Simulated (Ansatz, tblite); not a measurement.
# The cluster Ag5H4+: a ladder of methods and basis sets

Aim: run the singlet of the cluster Ag5H4+ at one geometry on many levels, and compare frontier levels, spin and run time.

The runs use Ansatz 0.2.0, Gaussian basis; as each input shows.

Plan: GFN1-xTB, GFN2-xTB, PBE-D4/def2-TZVP, r2SCAN-D4/def2-TZVP, ωB97M-V/def2-TZVP, LDA/def2-TZVP, HSE06-D4/def2-TZVP, PBE-D4/def2-SVP, PBE0-D4/def2-SVP, MP2/def2-TZVP, RPA/def2-TZVP.

6 further runs of the same task are left out: 6 set aside as unsound or not needed. Runs told in other sessions of the task aren't counted.

### Step 1. The geometry

The geometry is that of the singlet, from an earlier relaxation (PBE-D4/def2-SVP). At that level it is the lowest of the isomers that a small search found.

9 atoms, charge 1, spin multiplicity 1.

Bond lengths: Ag1–Ag4 2.736 Å, Ag1–Ag5 2.725 Å, Ag1–H8 1.792 Å, Ag1–H9 1.782 Å, Ag2–Ag3 2.907 Å, Ag2–Ag4 2.726 Å, Ag2–Ag5 2.851 Å, Ag2–H6 1.773 Å, Ag2–H7 1.872 Å, Ag3–Ag5 2.903 Å, Ag3–H7 1.757 Å, Ag4–H6 1.792 Å, Ag4–H9 1.782 Å, Ag5–H7 1.873 Å, Ag5–H8 1.772 Å. Angles: Ag4–Ag1–Ag5 91.1°, Ag4–Ag1–H8 130.9°, Ag4–Ag1–H9 39.8°, Ag5–Ag1–H8 39.9°, Ag5–Ag1–H9 130.9°, H8–Ag1–H9 170.8°, Ag3–Ag2–Ag4 140.7°, Ag3–Ag2–Ag5 60.5°, Ag3–Ag2–H6 155.7°, Ag3–Ag2–H7 35.4°, Ag4–Ag2–Ag5 88.7°, Ag4–Ag2–H6 40.4°, Ag4–Ag2–H7 127.8°, Ag5–Ag2–H6 129.0°, Ag5–Ag2–H7 40.4°, H6–Ag2–H7 166.6°, Ag2–Ag3–Ag5 58.8°, Ag2–Ag3–H7 38.2° and more.

Ag takes a core potential in the def2 sets. No spin-orbit coupling is included. The ion is computed in the gas phase, without counter-ions or solvent.

PBE0-D4/def2-TZVP was run before; its log isn't repeated, and its numbers join the tables.

### Step 2. GFN1-xTB

Tight binding, by tblite at 300 K electronic temperature and without a spin-polarisation term:

```python
tblite.interface.Calculator('GFN1-xTB', numbers, positions, charge=1, uhf=0).singlepoint()
```

Energy -567.9213 eV, HOMO -15.17 eV, LUMO -14.05 eV; 0.008 s.

### Step 3. GFN2-xTB

Tight binding, by tblite at 300 K electronic temperature and without a spin-polarisation term:

```python
tblite.interface.Calculator('GFN2-xTB', numbers, positions, charge=1, uhf=0).singlepoint()
```

Energy -578.7087 eV, HOMO -13.80 eV, LUMO -11.84 eV; 0.008 s.

### Step 4. PBE-D4/def2-TZVP

start.molden holds the orbitals of an earlier run on this state, given as this run's starting guess.

Contents of in.yaml:

```yaml
crystal:
  periodic: [false, false, false]
  atoms:
    - {symbol: Ag, position_ang: [0.846159, -1.827484, -0.981547]}
    - {symbol: Ag, position_ang: [-1.065194, 1.301160, 0.368719]}
    - {symbol: Ag, position_ang: [0.595601, 2.043400, 2.636741]}
    - {symbol: Ag, position_ang: [-1.710017, -0.867240, -1.152293]}
    - {symbol: Ag, position_ang: [1.599809, 0.303889, 0.540351]}
    - {symbol: H, position_ang: [-2.473927, 0.588041, -0.437853]}
    - {symbol: H, position_ang: [0.640167, 1.873781, 0.888388]}
    - {symbol: H, position_ang: [2.284968, -1.188830, -0.125754]}
    - {symbol: H, position_ang: [-0.717567, -2.226716, -1.736751]}
basis:
  gaussian: {orbitals: def2-TZVP, initial_orbitals: start.molden}
total_charge: 1
hamiltonian: {xc: pbe, dispersion: d4}
scf: {omitted_lower_state_checks: [starts]}
output: {forces: true, orbitals: {seedname: orbitals}}
```

Launch:

```bash
ansatz run in.yaml --threads 4 --pin off --events-out ev --progress --plain --max-ram 4787MiB
```

After this run come: r2SCAN-D4/def2-TZVP; ωB97M-V/def2-TZVP; LDA/def2-TZVP; HSE06-D4/def2-TZVP; PBE-D4/def2-SVP; PBE0-D4/def2-SVP; MP2/def2-TZVP; RPA/def2-TZVP.

Before running them: what should the planned runs give, taken together? Wanted: gap in def2-TZVP, named functionals, smallest and largest; correlation energy, MP2/def2-TZVP; PBE0 total energy, smallest basis above largest.

The runs gave:

| quantity | value |
| --- | --- |
| gap in def2-TZVP, named functionals, smallest and largest | 1.86 eV (PBE-D4), 7.44 eV (ωB97M-V) |
| correlation energy, MP2/def2-TZVP | -68.02 eV |
| PBE0 total energy, smallest basis above largest | 5.04 eV (def2-SVP, def2-TZVP) |

What this shows: Orbital gaps of the named functionals in def2-TZVP span 1.86 eV (PBE-D4) to 7.44 eV (ωB97M-V); exact exchange widens it.
